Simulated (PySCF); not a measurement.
**MoNBr: triplet, from a linear start**

The task is one start of a wider search on MoNBr: the triplet, from a linear start. It is relaxed, tested by its Hessian and followed downhill if it is a saddle.

The runs use PySCF 2.14.0; PBE0, basis Mo def2-TZVP with ECP28, N def2-TZVP, Br def2-TZVP, scalar-relativistic core potentials, no spin–orbit coupling, density fitting.

## Step 1: The starting structure

3 atoms, charge 0, spin multiplicity 3.

Bond lengths: Mo1–N2 1.810 Å, Mo1–Br3 2.520 Å. Angles: N2–Mo1–Br3 180.0°.

```xyz
3
charge 0 multiplicity 3
Mo    0.0000    0.0000    0.0000
N     0.0000    0.0000   -1.8100
Br    0.0000    0.0000    2.5200
```

## Step 2: The SCF at the typed geometry

The steps below are one call of a driver around PySCF. For each, scf.py gives the equivalent set-up of the SCF; relaxations use the driver's own optimiser. After this first run the driver tries any further starts and a stability analysis.

File scf.py:

```python
from pyscf import gto, scf, dft
mol = gto.M(atom='''
Mo     0.000000     0.000000     0.000000
N      0.000000     0.000000    -1.810000
Br     0.000000     0.000000     2.520000''',
    basis={'Mo': 'def2-TZVP', 'N': 'def2-TZVP', 'Br': 'def2-TZVP'},
    ecp={'Mo': 'def2-TZVP'},
    charge=0, spin=2)
mf = dft.UKS(mol, xc='PBE0')
mf.grids.atom_grid = (50, 194)
aux = {'Mo': 'def2-universal-JKFIT', 'N': 'def2-universal-JKFIT', 'Br': 'def2-universal-JKFIT'}
mf = mf.density_fit(auxbasis=aux)
mf.conv_tol = 1e-08
mf.diis_space = 10
mf.max_cycle = 60
mf.init_guess = 'minao'
mf.verbose = 4
mf.kernel()
```

Command:

```sh
OMP_NUM_THREADS=4 python axn.py task.json out
```

Log:

```text
init E= -2689.06983955784
[... the frontier-level lines of each cycle are left out ...]
cycle= 1 E= -2696.66755729094  delta_E= -7.6  |g|= 0.336  |ddm|= 2.97
cycle= 2 E= -2696.68955907173  delta_E= -0.022  |g|= 0.275  |ddm|= 0.592
cycle= 3 E= -2696.72410436392  delta_E= -0.0345  |g|= 0.0752  |ddm|= 0.278
cycle= 4 E= -2696.72063037173  delta_E= 0.00347  |g|= 0.136  |ddm|= 0.108
cycle= 5 E= -2696.72858082436  delta_E= -0.00795  |g|= 0.0394  |ddm|= 0.08
cycle= 6 E= -2696.73028407461  delta_E= -0.0017  |g|= 0.0183  |ddm|= 0.0448
cycle= 7 E= -2696.73187070646  delta_E= -0.00159  |g|= 0.0165  |ddm|= 0.0577
cycle= 8 E= -2696.73460465339  delta_E= -0.00273  |g|= 0.0292  |ddm|= 0.23
cycle= 9 E= -2696.73501164176  delta_E= -0.000407  |g|= 0.00229  |ddm|= 0.0235
cycle= 10 E= -2696.73502317217  delta_E= -1.15e-05  |g|= 0.00201  |ddm|= 0.00887
cycle= 11 E= -2696.73502597323  delta_E= -2.8e-06  |g|= 0.000396  |ddm|= 0.00243
cycle= 12 E= -2696.73502626981  delta_E= -2.97e-07  |g|= 0.000188  |ddm|= 0.000879
cycle= 13 E= -2696.73502636892  delta_E= -9.91e-08  |g|= 0.000104  |ddm|= 0.00055
cycle= 14 E= -2696.73502641256  delta_E= -4.36e-08  |g|= 3.4e-05  |ddm|= 0.000553
cycle= 15 E= -2696.73502642028  delta_E= -7.73e-09  |g|= 2.77e-05  |ddm|= 0.000453
Extra cycle  E= -2696.73502641393  delta_E= 6.36e-09  |g|= 0.000125  |ddm|= 7.76e-05
converged SCF energy = -2696.73502641393  <S^2> = 2.5548856  2S+1 = 3.3495585
```

This step, with its further starts and checks, ran for 16 s (4 threads of Arm Neoverse V2, shared host).

Energies from each starting density:

```tsv
start	energy (Eh)
the minimal-basis guess	-2696.735026
a thermally smeared density	-2696.735026
a smeared PBE density	-2696.735026
```

No lower solution of this spin turned up from the other starts or in the test of internal stability.

## Step 3: Relaxation: linear start, triplet

The program finds C∞v symmetry in the start, which this walk keeps. The walk stops when the largest gradient is under 0.0003 Eh/bohr and the energy has settled too.

scf.py, as its differences from that of step 2:

```diff
@@ -3,3 +3,3 @@
-Mo     0.000000     0.000000     0.000000
-N      0.000000     0.000000    -1.810000
-Br     0.000000     0.000000     2.520000''',
+Mo     0.000000    -0.000000    -0.909351
+N      0.000000    -0.000000    -2.719351
+Br     0.000000     0.000000     1.610649''',
@@ -16 +15,0 @@
-mf.init_guess = 'minao'
```

Steps of the walk:

```tsv
step	energy (Eh)	change (kJ/mol)	largest symmetric gradient (Eh/bohr)
0	-2696.735026	0.00	0.11609
1	-2696.761392	-69.22	0.03113
2	-2696.761500	-69.51	0.03008
3	-2696.762191	-71.32	0.00279
4	-2696.762202	-71.35	0.00072
5	-2696.762203	-71.35	0.00006
```

The walk took 16 s.

End point (C∞v, 5 steps, 71.4 kJ/mol gained): Mo–Br 2.567 Å, Mo–N 1.615 Å; Br–Mo–N 180.0°.

## Step 4: Frequencies

The point is checked on the finer grid, and tightened if its gradient asks for it. The Hessian and the dipole derivatives come from central differences of analytic gradients, with steps of 0.02 bohr.

scf.py, as its differences from that of step 3:

```diff
@@ -3,3 +3,3 @@
-Mo     0.000000    -0.000000    -0.909351
-N      0.000000    -0.000000    -2.719351
-Br     0.000000     0.000000     1.610649''',
+Mo    -0.000000    -0.000000    -0.942959
+N     -0.000000    -0.000000    -2.558040
+Br     0.000000     0.000000     1.623720''',
@@ -10 +10 @@
-mf.grids.atom_grid = (50, 194)
+mf.grids.atom_grid = (75, 302)
@@ -13 +13 @@
-mf.conv_tol = 1e-08
+mf.conv_tol = 1e-10
```

The driver hands on the density of the step before, so the log starts near convergence.

SCF at the final geometry:

```text
init E= -2696.76216565635
[... the frontier-level lines of each cycle are left out ...]
cycle= 1 E= -2696.76216565622  delta_E= 1.31e-10  |g|= 1.99e-05  |ddm|= 1.44e-05
cycle= 2 E= -2696.762165654  delta_E= 2.22e-09  |g|= 7.64e-05  |ddm|= 4.41e-05
cycle= 3 E= -2696.76216565638  delta_E= -2.38e-09  |g|= 2.09e-06  |ddm|= 3.61e-05
cycle= 4 E= -2696.76216565639  delta_E= -3.64e-12  |g|= 9.52e-07  |ddm|= 2.1e-06
Extra cycle  E= -2696.7621656564  delta_E= -8.19e-12  |g|= 1.4e-06  |ddm|= 2.63e-06
converged SCF energy = -2696.7621656564  <S^2> = 2.1332861  2S+1 = 3.087579
```

The whole step took 39 s.

Geometry: C∞v; Mo–Br 2.567 Å, Mo–N 1.615 Å; Br–Mo–N 180.0°.

Modes, for the most abundant isotopes:

```csv
symmetry,ω (cm⁻¹),IR (km/mol),type
π,115i,74.1,bend
σ+,233,25.7,stretch
σ+,1133,130,stretch
```

With 2 modes imaginary (up to 115i cm⁻¹) this point is a saddle.

Properties at this point:

- Dipole moment: 1.29 D
- Highest occupied level: -7.72 eV
- Lowest empty level: -3.61 eV
- Rotational constants: 0.04359 cm⁻¹
- Zero-point energy (real modes): 8.2 kJ/mol
- Principal polarisabilities: 44.1, 44.1, 92.5 bohr³
- Atomisation energy without zero-point energy: 793 kJ/mol
- Principal traceless quadrupole moments about the centre of mass: -13.09, 6.55, 6.55 D Å
- Spin squared ⟨S²⟩: 2.133

Charges (e) and bond orders:

```tsv
atom	Mulliken	Löwdin	polar tensor	spin (Mulliken)	Mayer order to Mo1
Mo1	0.91	0.38	1.44	2.64	–
N2	-0.45	-0.23	-0.77	-0.56	2.79
Br3	-0.46	-0.16	-0.67	-0.08	0.94
```

Outer orbital energies (eV). α occupied: -10.23, -10.09, -10.09, -8.18, -8.10, -8.10, -7.72, -7.72; empty: -3.61, -1.86, -1.86, 0.47. β occupied: -21.06, -20.23, -10.44, -9.98, -9.98, -8.21, -8.19, -8.19; empty: -2.67, -2.42, -2.42, -1.14.

Mulliken populations on Mo1 (outside its core potential): s 2.37, p 6.08, d 4.60, f 0.03.

## Step 5: Downhill along the imaginary mode

The start is the last point, displaced along its most imaginary mode.

The program finds Cs symmetry in the start, which this walk keeps. Threshold on the gradient: 0.0003 Eh/bohr, with a further test on the energy change.

scf.py, as its differences from that of step 4:

```diff
@@ -3,3 +3,3 @@
-Mo    -0.000000    -0.000000    -0.942959
-N     -0.000000    -0.000000    -2.558040
-Br     0.000000     0.000000     1.623720''',
+Mo    -0.058252    -0.000684    -0.942959
+N      0.249983     0.002936    -2.558040
+Br     0.027911     0.000328     1.623720''',
@@ -10 +10 @@
-mf.grids.atom_grid = (75, 302)
+mf.grids.atom_grid = (50, 194)
@@ -13 +13 @@
-mf.conv_tol = 1e-10
+mf.conv_tol = 1e-08
```

Steps of the walk:

```tsv
step	energy (Eh)	change (kJ/mol)	largest symmetric gradient (Eh/bohr)
0	-2696.762356	0.00	0.03124
1	-2696.763633	-3.35	0.00701
2	-2696.764393	-5.35	0.00787
3	-2696.765515	-8.29	0.00786
4	-2696.766906	-11.95	0.00598
5	-2696.768281	-15.56	0.01186
6	-2696.770102	-20.34	0.02394
7	-2696.771440	-23.85	0.03369
8	-2696.773214	-28.51	0.02312
9	-2696.774514	-31.92	0.00450
10	-2696.774544	-32.00	0.01071
11	-2696.774752	-32.55	0.00084
12	-2696.774761	-32.57	0.00027
13	-2696.774763	-32.57	0.00003
```

The walk took 42 s.

Geometry (Å) and forces (eV/Å) at some steps:

```
step 0
Mo  -0.058  -0.001  -0.943   0.069   0.001  -1.461
N    0.250   0.003  -2.558  -0.159  -0.002   1.606
Br   0.028   0.000   1.624   0.090   0.001  -0.145
step 1
Mo  -0.081  -0.001  -0.954  -0.360  -0.004   0.296
N    0.262   0.003  -2.527   0.246   0.003  -0.273
Br   0.038   0.000   1.604   0.114   0.001  -0.023
step 7
Mo  -0.461  -0.005  -0.988   0.998   0.012  -1.293
N    0.485   0.006  -2.337  -1.005  -0.012   1.731
Br   0.195   0.002   1.447   0.007   0.000  -0.439
step 13
Mo  -0.570  -0.007  -1.009   0.001   0.000  -0.002
N    0.539   0.006  -2.177   0.001   0.000   0.001
Br   0.251   0.003   1.309  -0.001   0.000   0.001
```

It settles in Cs symmetry, 32.6 kJ/mol below the start, after 13 steps: Mo–Br 2.458 Å, Mo–N 1.612 Å; Br–Mo–N 117.0°.

## Step 6: Is it a minimum? Harmonic modes

The same treatment as at the point before.

scf.py, as its differences from that of step 5:

```diff
@@ -3,3 +3,3 @@
-Mo    -0.058252    -0.000684    -0.942959
-N      0.249983     0.002936    -2.558040
-Br     0.027911     0.000328     1.623720''',
+Mo    -0.420805    -0.004942    -0.872507
+N      0.688849     0.008089    -2.041192
+Br     0.399900     0.004696     1.444653''',
@@ -10 +10 @@
-mf.grids.atom_grid = (50, 194)
+mf.grids.atom_grid = (75, 302)
@@ -13 +13 @@
-mf.conv_tol = 1e-08
+mf.conv_tol = 1e-10
```

SCF at the final geometry:

```text
init E= -2696.77461303532
[... the frontier-level lines of each cycle are left out ...]
cycle= 1 E= -2696.77461303533  delta_E= -1e-11  |g|= 4.55e-06  |ddm|= 4.52e-06
Extra cycle  E= -2696.77461303523  delta_E= 1.04e-10  |g|= 1.63e-05  |ddm|= 1.06e-05
converged SCF energy = -2696.77461303523  <S^2> = 2.0621504  2S+1 = 3.0411514
```

The whole step ran for 59 s (4 threads of Arm Neoverse V2, shared host).

Geometry: Cs; Mo–Br 2.458 Å, Mo–N 1.612 Å; Br–Mo–N 117.0°.

Modes, for the most abundant isotopes:

```tsv
symmetry	ω (cm⁻¹)	IR (km/mol)	type
a'	139	4.8	bend
a'	279	41.5	mixed
a'	1151	96.0	stretch
```

All wavenumbers are real: a minimum.

Constants and moments:

```yaml
Dipole_moment: 4.82 D
Highest_occupied_level: -6.76 eV
Lowest_empty_level: -3.47 eV
Rotational_constants: 0.743, 0.05412, 0.05044 cm⁻¹
Zero-point_energy: 9.4 kJ/mol
Principal_polarisabilities: 49.6, 53.9, 81.5 bohr³
Atomisation_energy_without_zero-point_energy: 826 kJ/mol
Principal_traceless_quadrupole_moments_about_the_centre_of_mass: -11.83, 1.66, 10.17 D Å
Entropy_at_298.15_K_and_1_bar_electronic_part_spin_only: 311.4 J/(mol K)
Heat_capacity_Cp_at_298.15_K: 49.4 J/(mol K)
Enthalpy_at_298.15_K_above_0_K: 12.88 kJ/mol
Rotational_symmetry_number: 1
Spin_squared_⟨S²⟩: 2.062
```

Populations by atom (charges in e):

```json
{"atom": "Mo1", "Mulliken": "0.92", "Löwdin": "0.29", "polar tensor": "1.22", "spin (Mulliken)": "2.38", "Mayer order to Mo1": "–"}
{"atom": "N2", "Mulliken": "-0.47", "Löwdin": "-0.24", "polar tensor": "-0.64", "spin (Mulliken)": "-0.38", "Mayer order to Mo1": "2.83"}
{"atom": "Br3", "Mulliken": "-0.45", "Löwdin": "-0.05", "polar tensor": "-0.58", "spin (Mulliken)": "0.01", "Mayer order to Mo1": "0.91"}
```

Mulliken populations on Mo1 (outside its core potential): s 2.28, p 6.14, d 4.62, f 0.03.

## Step 7: The points found, side by side

| spin | group | bonds | imaginary modes (cm⁻¹) | ΔE (kJ/mol) | with zero-point energy |
| --- | --- | --- | --- | --- | --- |
| triplet | Cs | Mo–Br 2.458 Å, Mo–N 1.612 Å | none | 0.0 | 0.0 |
| triplet | C∞v | Mo–Br 2.567 Å, Mo–N 1.615 Å | 115i, 115i | 32.7 | – |

## Step 8: Summary of results

| quantity | value |
| --- | --- |
| minimum | triplet, Cs |
| geometry | Mo–Br 2.458 Å, Mo–N 1.612 Å; Br–Mo–N 117.0° |
| wavenumbers (cm⁻¹) | 139 (a'), 279 (a'), 1151 (a') |
| dipole moment | 4.82 D |
| highest occupied, lowest empty level (either spin) | -6.76, -3.47 eV |
| polar-tensor charge of Mo1 | +1.22 e |
| zero-point energy | 9.4 kJ/mol |
| entropy at 298.15 K | 311.4 J/(mol K) |
| atomisation energy (no zero-point energy) | 826 kJ/mol |
| ⟨S²⟩ | 2.062 |

**Reading.** From C∞v at the start the molecule goes to a Cs minimum, after a stop at a second-order saddle point 32.7 kJ/mol higher, from which it was pushed off along an imaginary mode. The strongest infrared band lies at 1151 cm⁻¹ (a', stretch). Most of the spin sits on Mo1 (Mulliken spin 2.38, against 2 for the whole molecule). Only this shape and spin were tried, so other structures or states may lie lower. Open d and f shells are described by one determinant, and the ground state may have another occupation or spin.

The search up to here took 2.9 min.
